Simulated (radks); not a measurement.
# Valence configurations of Kr⁺

One table from this session's results is given with a row withheld; the runs are named, their logs left out.

Method: scalar-relativistic Kohn-Sham, PBE, spin-unpolarised, spherical densities, finite nucleus. Code: radks (a radial shooting solver on a logarithmic mesh, Libxc functionals) version 1.

## Starting point

| Property | Result |
| --- | --- |
| element | krypton (Z = 36) |
| charge | +1 |
| electrons | 35 |
| configuration | [Ar] 3d10 4s2 4p5 |
| nuclear rms radius | 4.1884 fm |
| others tried | 3d9 4s2 4p6; 3d10 4s1 4p6; 3d9.5 4s2 4p5.5 |

The outer shells:

Kr⁺
```
[Ar] core
3d [↑↓][↑↓][↑↓][↑↓][↑↓]
4s [↑↓]
4p [↑↓][↑↓][↑ ]
```

The first run:

Settings of this run:

```text
Z 36
configuration [Ar] 3d10 4s2 4p5
relativity scalar-relativistic
functional pbe,pbe
spin unpolarised
nucleus finite rms 4.1884 fm
c 137.035999084
```

Steps of the session up to this table: [Ar] 3d10 4s2 4p5.

One table of the session follows, with a row left open; its other results are not shown here.

It belongs to the step «[Ar] 3d10 4s2 4p5». Sizes of the orbitals, from the radial functions (bohr):

| level | <r> | outermost maximum (interpolated) | 90 % within | nodes |
| --- | --- | --- | --- | --- |
| 1s | 0.04149 | 0.0271 | 0.0742 | 0 |
| 2s | 0.1835 | 0.154 | 0.284 | 1 |
| 2p | 0.1601 | 0.123 | 0.261 | 0 |
| 3s | 0.5303 | 0.467 | 0.788 | 2 |
| 3p | ? | ? | ? | ? |
| 3d | 0.5554 | 0.411 | 0.909 | 0 |
| 4s | 1.538 | 1.33 | 2.27 | 3 |
| 4p | 1.828 | 1.52 | 2.77 | 2 |

Q: Estimate the row for 3p from the others.

As computed: <r>: 0.5405; outermost maximum (interpolated): 0.463; 90 % within: 0.824; nodes: 1. In the column «<r>» it lies between 3s (0.5303) and 3d (0.5554).
